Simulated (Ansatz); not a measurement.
# CH4AlClS: one species, many methods

The task here is to estimate one member of a computed series from the others.

Method: functionals in def2-TZVPP, the program's frozen cores in correlated methods; program: Ansatz 0.2.0, Gaussian basis.

Levels to be run: LDA (SPW92), PBE-D4, revPBE-D4, BLYP-D4, r2SCAN-D4, B97M-V, PBE0-D4, B3LYP-D4, r2SCANh-D4, r2SCAN0-D4, HSE06-D4, BHLYP-D4, CAM-B3LYP-D4, LC-ωPBE, ωB97X-V, ωB97M-V, B2PLYP, PBE-QIDH; CCSD(T)/def2-SVP; CCSD(T)/def2-TZVPP; MP2/def2-QZVPP; extrapolation to the limit; RPA on PBE.

## The geometry

An earlier PBE0-D4 in a triple-zeta def2 set relaxation fixed the geometry.

SMILES `[CH3][Al]([SH])[Cl]`, 8 atoms, charge 0, spin multiplicity 1.

Atoms are counted from 1 here; the program's logs count them from 0.

Bond lengths: C1–Al2 1.933 Å, C1–H5 1.094 Å, C1–H6 1.092 Å, C1–H7 1.094 Å, Al2–S3 2.177 Å, Al2–Cl4 2.102 Å, S3–H8 1.344 Å. Angles: Al2–C1–H5 110.6°, Al2–C1–H6 111.8°, Al2–C1–H7 110.6°, H5–C1–H6 108.3°, H5–C1–H7 107.0°, H6–C1–H7 108.3°, C1–Al2–S3 122.1°, C1–Al2–Cl4 120.9°, S3–Al2–Cl4 117.0°, Al2–S3–H8 93.1°.

The first run:

Contents of in.yaml:

```yaml
crystal:
  periodic: [false, false, false]
  atoms:
    - {symbol: C, position_ang: [-0.334115, 1.323213, -0.263981]}
    - {symbol: Al, position_ang: [0.071001, -0.559258, -0.098380]}
    - {symbol: S, position_ang: [0.975182, -1.393466, 1.697252]}
    - {symbol: Cl, position_ang: [-0.348836, -1.896478, -1.664640]}
    - {symbol: H, position_ang: [-1.400770, 1.472762, -0.453645]}
    - {symbol: H, position_ang: [-0.065062, 1.877672, 0.637686]}
    - {symbol: H, position_ang: [0.205486, 1.760190, -1.109028]}
    - {symbol: H, position_ang: [0.989215, -2.641835, 1.198937]}
basis:
  gaussian: {orbitals: def2-TZVPP}
hamiltonian: {xc: lda}
output: {orbitals: {seedname: orbitals}}
```

Among the steps run: LDA; PBE-D4 (GGA); revPBE-D4 (GGA); BLYP-D4 (GGA); r2SCAN-D4 (meta-GGA); B97M-V (meta-GGA); PBE0-D4 (hybrid); B3LYP-D4 (hybrid); r2SCANh-D4 (hybrid); r2SCAN0-D4 (hybrid); HSE06-D4 (hybrid); BHLYP-D4 (hybrid); CAM-B3LYP-D4 (range-separated); LC-ωPBE-D4 (range-separated; the results give it without D4); ωB97X-V (range-separated); ωB97M-V (range-separated); B2PLYP (double hybrid); PBE-QIDH (double hybrid).

One of the session's tables, all rows but one given; the rest of the session is left out.

It belongs to the step «Orbital energies across the functionals». 

```
  functional  HOMO (eV)  gap (eV)
 LDA (SPW92)      -6.78      5.07
      PBE-D4      -6.65      5.18
   revPBE-D4      -6.60      5.25
     BLYP-D4      -6.46      5.14
   r2SCAN-D4          ?         ?
      B97M-V      -6.98      5.77
     PBE0-D4      -7.86      7.16
    B3LYP-D4      -7.59      6.71
  r2SCANh-D4      -7.39      6.51
  r2SCAN0-D4      -8.05      7.55
    HSE06-D4      -7.46      6.39
    BHLYP-D4      -8.90      9.02
CAM-B3LYP-D4      -9.16      9.43
     LC-ωPBE     -10.61     11.94
     ωB97X-V     -10.22     11.45
     ωB97M-V     -10.04     11.01
```

**Question.** Estimate the row for r2SCAN-D4.

Worked estimate for «HOMO (eV)». Against the share of exact exchange, r2SCANh-D4 (0.1, -7.39), r2SCAN0-D4 (0.25, -8.05) give a slope of -4.40 per unit share; at 0 the line stands at -6.95.

As computed: HOMO (eV): -6.95; gap (eV): 5.81. In «HOMO (eV)» the line misses by 0.00.
